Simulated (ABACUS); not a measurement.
# BiTe (R-3m) in ABACUS: reference runs

Reference runs on BiTe: the cell as given and a disturbed copy.

Everything below comes from runs of ABACUS 3.10.1. Logs are shortened: lines on timing, memory, paths and dates and some standing lists are left out, and cuts for length are marked.

**1. The structure**

The structure is trigonal, space group R-3m (No. 166). Conventional cell: a = 4.845 Å, b = 4.845 Å, c = 9.952 Å, α = 90.00°, β = 90.00°, γ = 120.00°. Around Bi (site symmetry -3m) lie 6 Te at 3.25 Å. Around Te (site symmetry -3m) lie 6 Bi at 3.25 Å.

The cell comes from a database or a generator and needn't be the stable form of this composition.

**2. Single point, PBE**

INPUT

```
INPUT_PARAMETERS
suffix              BiTe
calculation         scf
basis_type          pw
pseudo_dir          ./
symmetry            1
dft_functional      pbe
ecutwfc             83
pseudo_rcut         10
nspin               1
nbands              20
ks_solver           dav
smearing_method     fd
smearing_sigma      0.00367493
scf_thr             1e-08
scf_nmax            100
mixing_type         broyden
mixing_beta         0.7
cal_force           1
cal_stress          1
kpar                4
```

STRU

```
ATOMIC_SPECIES
Bi 208.9804 Bi.upf
Te 127.6000 Te.upf

LATTICE_CONSTANT
1.8897261246

LATTICE_VECTORS
2.4227077728 1.3987509848 3.3172919545
-2.4227077728 1.3987509848 3.3172919545
0.0000000000 -2.7975019696 3.3172919545

ATOMIC_POSITIONS
Direct

Bi
0.0
1
0.5000000000 0.5000000000 0.5000000000 1 1 1

Te
0.0
1
0.0000000000 0.0000000000 0.0000000000 1 1 1
```

KPT

```
K_POINTS
0
Gamma
7 7 7 0 0 0
```

Potentials or basis: PseudoDojo NC SR 0.4.1 PBE standard, plane waves.

Command:

```sh
$ OMP_NUM_THREADS=1 mpirun -np 4 abacus > log
```

running log:

```text
ABACUS v3.10.1

               Atomic-orbital Based Ab-initio Computation at UStc

 ------------------------------------------------------------------------------------

 READING GENERAL INFORMATION
                           global_out_dir = OUT.BiTe/
                           global_in_card = INPUT
                               pseudo_dir = ./
                              orbital_dir =
                                    DSIZE = 4
                                    GSIZE = 1

 READING UNITCELL INFORMATION
                                    ntype = 2
                  lattice constant (Bohr) = 1.88973
              lattice constant (Angstrom) = 1

 READING ATOM TYPE 1
                               atom label = Bi
                      L=0, number of zeta = 1
                      L=1, number of zeta = 1
                      L=2, number of zeta = 1
             number of atom for this type = 1

 READING ATOM TYPE 2
                               atom label = Te
                      L=0, number of zeta = 1
                      L=1, number of zeta = 1
                      L=2, number of zeta = 1
             number of atom for this type = 1

                        TOTAL ATOM NUMBER = 2
DIRECT COORDINATES
    atom                   x                   y                   z     mag                  vx                  vy                  vz
taud_Bi1            0.5000000000        0.5000000000        0.5000000000  0.0000        0.0000000000        0.0000000000        0.0000000000
taud_Te1            0.0000000000        0.0000000000        0.0000000000  0.0000        0.0000000000        0.0000000000        0.0000000000

                          Volume (Bohr^3) = 455.169
                             Volume (A^3) = 67.4491

 Lattice vectors: (Cartesian coordinate: in unit of a_0)
             +2.42271            +1.39875            +3.31729
             -2.42271            +1.39875            +3.31729
                   +0             -2.7975            +3.31729
 Reciprocal vectors: (Cartesian coordinate: in unit of 2 pi/a_0)
            +0.206381           +0.119154           +0.100484
            -0.206381           +0.119154           +0.100484
                   +0           -0.238308           +0.100484
 The esolver type has been set to : ksdft_pw

                PAO radial cut off (Bohr) = 10

 Read in pseudopotential file is Bi.upf
                     pseudopotential type = NC
          exchange-correlation functional = PBE
                 nonlocal core correction = 1
                        valence electrons = 15
                                     lmax = 2
                           number of zeta = 3
                     number of projectors = 6
                           L of projector = 0
                           L of projector = 0
                           L of projector = 1
                           L of projector = 1
                           L of projector = 2
                           L of projector = 2
                PAO radial cut off (Bohr) = 10

[... 190 lines left out ...]
 projector 1 L=0
 projector 2 L=0
 projector 3 L=1
 projector 4 L=1
 projector 5 L=2
 projector 6 L=2
      TOTAL NUMBER OF NONLOCAL PROJECTORS = 36

 Init Non-Local PseudoPotential table :
 Init Non-Local-Pseudopotential done.

                                     npwx = 5827

 Make real space PAO into reciprocal space.
       max mesh points in Pseudopotential = 1001
     dq(describe PAO in reciprocal space) = 0.01
                                    max q = 1098

 number of pseudo atomic orbitals for Bi is 3
WARNING: norm of atomic wavefunction # 3 of atomic type Bi is 0.999859, renormalized

 number of pseudo atomic orbitals for Te is 3
WARNING: norm of atomic wavefunction # 3 of atomic type Te is 0.999974, renormalized

 -------------------------------------------
 SELF-CONSISTENT
 -------------------------------------------
                                 init_chg = atomic

 PW ALGORITHM --------------- ION=   1  ELEC=   1--------------------------------

 Notice: Threshold on eigenvalues was too large.
 hsover_error=0.31 > DRHO=0.0165371
 Origin diag ethr = 0.01
 New diag ethr = 5.33456e-05

 Density error is 0.015847786721
                          Error Threshold = 5.33456246502e-05
----------------------------------------------------------
     Energy           Rydberg                 eV
----------------------------------------------------------
 E_KohnSham     -373.8261920859      -5086.1662740105
 E_Harris       -373.8960989017      -5087.1174050353
 E_Fermi        0.7462717547         10.1535481209
----------------------------------------------------------
[... 63 lines left out ...]
 Density error is 1.05408530163e-09
                          Error Threshold = 4.28603320563e-11
----------------------------------------------------------
     Energy           Rydberg                 eV
----------------------------------------------------------
 E_KohnSham     -373.8306117958      -5086.2264072486
 E_KS(sigma->0) -373.8301708843      -5086.2204083401
 E_Harris       -373.8304847461      -5086.2246786485
 E_band         -26.1581721690       -355.9001907636
 E_one_elec     -143.5895023972      -1953.6354055866
 E_Hartree      86.2643360489        1173.6865044519
 E_xc           -92.5467761484       -1259.1634871491
 E_Ewald        -223.9577874761      -3047.1020211478
 E_entropy(-TS) -0.0008818230        -0.0119978170
 E_descf        0.0000000000         0.0000000000
 E_exx          0.0000000000         0.0000000000
 E_Fermi        0.7410684841         10.0827539915
----------------------------------------------------------

 charge density convergence is achieved
 final etot is -5086.2264072 eV
 EFERMI = 10.082753991 eV

 STATE ENERGY(eV) AND OCCUPATIONS    NSPIN == 1
 1/11 kpoint (Cartesian) = 0.0000 0.0000 0.0000 (5785 pws)
       1       -27.1587     0.00583090
       2       -27.1587     0.00583090
       3       -27.1254     0.00583090
       4       -27.1254     0.00583090
       5       -27.1124     0.00583090
       6       -13.1579     0.00583090
[... 122 lines left out ...]
      19        13.9229    3.08766e-35
      20        15.9844    3.83877e-53

[... levels at 5 further k points ...]

------------------------------------------------------------------------------------------
 TOTAL-FORCE (eV/Angstrom)
------------------------------------------------------------------------------------------
                       Bi1         0.0000000000         0.0000000000         0.0000000000
                       Te1         0.0000000000         0.0000000000         0.0000000000
------------------------------------------------------------------------------------------

----------------------------------------------------------------
 TOTAL-STRESS (KBAR)
----------------------------------------------------------------
         2.1812393526         0.0000000000        -0.0000000000
        -0.0000000000         2.1812393526         0.0000000000
         0.0000000000        -0.0000000000         1.4210164442
----------------------------------------------------------------
 TOTAL-PRESSURE: 1.927832 KBAR

 --------------------------------------------
 !FINAL_ETOT_IS -5086.2264072486195801 eV
 --------------------------------------------
```

stdout:

```text
ABACUS v3.10.1

               Atomic-orbital Based Ab-initio Computation at UStc

%%%%%%%%%%%%%%%%%%%%%%%%%%%%%%%%%%%%%%%%%%%%%%%%%%%%%%%%%%%%%%%%%%%%%%%%%%%%%%%%%%%%%%%%%%%%%%%%%%%%%%%%%
[... 34 lines left out ...]
----------------------------------------------------------------
 TOTAL-STRESS (KBAR)
----------------------------------------------------------------
         2.1812393526         0.0000000000        -0.0000000000
        -0.0000000000         2.1812393526         0.0000000000
         0.0000000000        -0.0000000000         1.4210164442
----------------------------------------------------------------
 TOTAL-PRESSURE: 1.927832 KBAR
```

It took 11 s on 4 MPI ranks of AMD EPYC 9R45 (Zen 5), shared host; peak memory 0.52 GiB.

What came out:

```yaml
Free_energy: -5086.2264 eV
Pressure: 0.2 GPa
Band_gap_on_the_k_mesh: none (metal or under the smearing width)
```

Levels at points of the mesh, in eV from the Fermi level:
```
           k point  band 11  band 12  band 13  band 14  band 15  band 16  band 17  band 18  band 19
(0.00, 0.00, 0.00)   -13.50    -8.30    -2.92    -2.92    -1.61     1.88     2.52     2.52     4.08
```

Caveat: spin-orbit coupling is left out, which moves the levels of the heavy elements.

**3. Single point, PBE (atoms moved at random, drawn with an rms of 0.05 Å)**

Changes to INPUT since step 2:

```diff
@@ -20,2 +20,4 @@
 cal_stress          1
-kpar                4
+out_chg             1
+out_pot             2
+out_elf             1
```

Changes to STRU since step 2:

```diff
@@ -18,3 +18,3 @@
 1
-0.5000000000 0.5000000000 0.5000000000 1 1 1
+0.5044880000 0.4998580000 0.4976060000 1 1 1
 
@@ -23,2 +23,2 @@
 1
-0.0000000000 0.0000000000 0.0000000000 1 1 1
+-0.0054950000 0.0073700000 0.0047280000 1 1 1
```

KPT is that of step 2.

Potentials or basis: PseudoDojo NC SR 0.4.1 PBE standard, plane waves.

Command:

```sh
$ OMP_NUM_THREADS=1 mpirun -np 4 abacus > log
```

running log:

```text
ABACUS v3.10.1

               Atomic-orbital Based Ab-initio Computation at UStc

 ------------------------------------------------------------------------------------

 READING GENERAL INFORMATION
                           global_out_dir = OUT.BiTe/
                           global_in_card = INPUT
                               pseudo_dir = ./
                              orbital_dir =
                                    DSIZE = 4
                                    GSIZE = 1

 READING UNITCELL INFORMATION
                                    ntype = 2
                  lattice constant (Bohr) = 1.88973
              lattice constant (Angstrom) = 1

 READING ATOM TYPE 1
                               atom label = Bi
                      L=0, number of zeta = 1
                      L=1, number of zeta = 1
                      L=2, number of zeta = 1
             number of atom for this type = 1

 READING ATOM TYPE 2
                               atom label = Te
                      L=0, number of zeta = 1
                      L=1, number of zeta = 1
                      L=2, number of zeta = 1
[... 328 lines left out ...]
----------------------------------------------------------
     Energy           Rydberg                 eV
----------------------------------------------------------
 E_KohnSham     -373.8304345205      -5086.2239952942
 E_KS(sigma->0) -373.8299977354      -5086.2180525291
 E_Harris       -373.8303371546      -5086.2226705634
 E_band         -26.1585626175       -355.9055030876
 E_one_elec     -143.6345758967      -1954.2486620087
 E_Hartree      86.2870549241        1173.9956106061
 E_xc           -92.5473541816       -1259.1713516943
 E_Ewald        -223.9346857961      -3046.7877066670
 E_entropy(-TS) -0.0008735700        -0.0118855303
 E_descf        0.0000000000         0.0000000000
 E_exx          0.0000000000         0.0000000000
 E_Fermi        0.7414174699         10.0875021875
----------------------------------------------------------

 charge density convergence is achieved
 final etot is -5086.2239953 eV
 EFERMI = 10.087502188 eV
The vacuum level is 8.5593225701 eV

 STATE ENERGY(eV) AND OCCUPATIONS    NSPIN == 1
 1/172 kpoint (Cartesian) = 0.0000 0.0000 0.0000 (1447 pws)
       1       -27.1596     0.00583090
       2       -27.1596     0.00583090
       3       -27.1265     0.00583090
       4       -27.1261     0.00583090
       5       -27.1133     0.00583090
       6       -13.1565     0.00583090
[... 122 lines left out ...]
      19        14.0444    4.97933e-37
      20        15.1547    1.13179e-46

[... levels at 166 further k points ...]

------------------------------------------------------------------------------------------
 TOTAL-FORCE (eV/Angstrom)
------------------------------------------------------------------------------------------
                       Bi1        -0.0846370400        -0.0467213807         0.0140960122
                       Te1         0.0846370400         0.0467213807        -0.0140960122
------------------------------------------------------------------------------------------

----------------------------------------------------------------
 TOTAL-STRESS (KBAR)
----------------------------------------------------------------
         2.8703475109         0.1812036260        -0.1918034882
         0.1812036260         2.6671585543        -0.1147454554
        -0.1918034882        -0.1147454554         1.5913129522
----------------------------------------------------------------
 TOTAL-PRESSURE: 2.376273 KBAR

 --------------------------------------------
 !FINAL_ETOT_IS -5086.2239952942099990 eV
 --------------------------------------------
```

stdout:

```text
ABACUS v3.10.1

               Atomic-orbital Based Ab-initio Computation at UStc

%%%%%%%%%%%%%%%%%%%%%%%%%%%%%%%%%%%%%%%%%%%%%%%%%%%%%%%%%%%%%%%%%%%%%%%%%%%%%%%%%%%%%%%%%%%%%%%%%%%%%%%%%
[... 34 lines left out ...]
----------------------------------------------------------------
 TOTAL-STRESS (KBAR)
----------------------------------------------------------------
         2.8703475109         0.1812036260        -0.1918034882
         0.1812036260         2.6671585543        -0.1147454554
        -0.1918034882        -0.1147454554         1.5913129522
----------------------------------------------------------------
 TOTAL-PRESSURE: 2.376273 KBAR
```

It took 46 s on 4 MPI ranks of AMD EPYC 9R45 (Zen 5), shared host; peak memory 0.64 GiB.

What came out:

| Quantity | Value |
| --- | --- |
| Free energy | -5086.2240 eV |
| Pressure | 0.2 GPa |
| Largest force | 0.098 eV/Å |
| Band gap on the k mesh | none (metal or under the smearing width) |

Forces in eV/Å, atoms in the order of the input:
```
Bi  -0.085 -0.047  0.014
Te   0.085  0.047 -0.014
```

Levels at points of the mesh, in eV from the Fermi level:
```csv
k point,band 13,band 14,band 15,band 16,band 17,band 18
"(0.00, 0.00, 0.00)",-2.92,-2.92,-1.62,1.87,2.49,2.50
```

Caveat: spin-orbit coupling is left out, which moves the levels of the heavy elements.
